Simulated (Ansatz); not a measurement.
# ZrO: basis-set convergence

Aim: see how fast density functionals converge with the basis set for ZrO.

Program: Ansatz 0.2.0, Gaussian basis. Level of theory: one geometry, several basis sets. These are calculated values, not measurements.

Levels to be run: PBE0-D4/def2-SVP; ωB97M-V/def2-SVP; PBE0-D4/def2-QZVPP; ωB97M-V/def2-QZVPP; the functionals' def2-TZVPP values are taken from earlier runs.

1 further run of the same task is left out (for a known fault of the program).

### 1 The geometry

The geometry comes from an earlier relaxation with PBE0-D4 in a triple-zeta def2 set; it is a stationary point. Zr takes the def2 core potential; no spin-orbit term is included.

SMILES `[O][Zr]`, 2 atoms, charge 0, spin multiplicity 1.

Atoms are counted from 1 here; the program's logs count them from 0.

Bond lengths: O1–Zr2 1.703 Å.

Geometry (Å):

```xyz
2
OZr
O     0.00000    0.00000    0.00406
Zr    0.00000    0.00000    1.70754
```

### 2 PBE0-D4 in def2-SVP

in.yaml reads:

```yaml
crystal:
  periodic: [false, false, false]
  atoms:
    - {symbol: O, position_ang: [-0.000000, 0.000000, 0.004056]}
    - {symbol: Zr, position_ang: [0.000000, -0.000000, 1.707544]}
basis:
  gaussian: {orbitals: def2-SVP}
hamiltonian: {xc: pbe0, dispersion: d4}
output: {orbitals: {seedname: orbitals}}
```

The run is started by

```sh
> ansatz run in.yaml --threads 2 --pin off --events-out ev --progress --plain --max-ram 32768MiB --backend cpu
```

Further steps of the session: ωB97M-V in def2-SVP; PBE0-D4 in def2-QZVPP; ωB97M-V in def2-QZVPP.

**Question.** What will the summary of the whole plan be? Wanted: PBE0-D4: double and triple zeta above quadruple; ωB97M-V: double and triple zeta above quadruple.

**Answer**, as computed:

| quantity | value |
| --- | --- |
| PBE0-D4: double and triple zeta above quadruple | 3.07, 0.15 eV |
| ωB97M-V: double and triple zeta above quadruple | 3.13, 0.15 eV |

**Reading.** For PBE0-D4 the step from double to triple zeta gains 2.92 eV and the next only 0.15 eV. These are total energies; as a rule much of such shifts cancels in differences, which this series doesn't test.
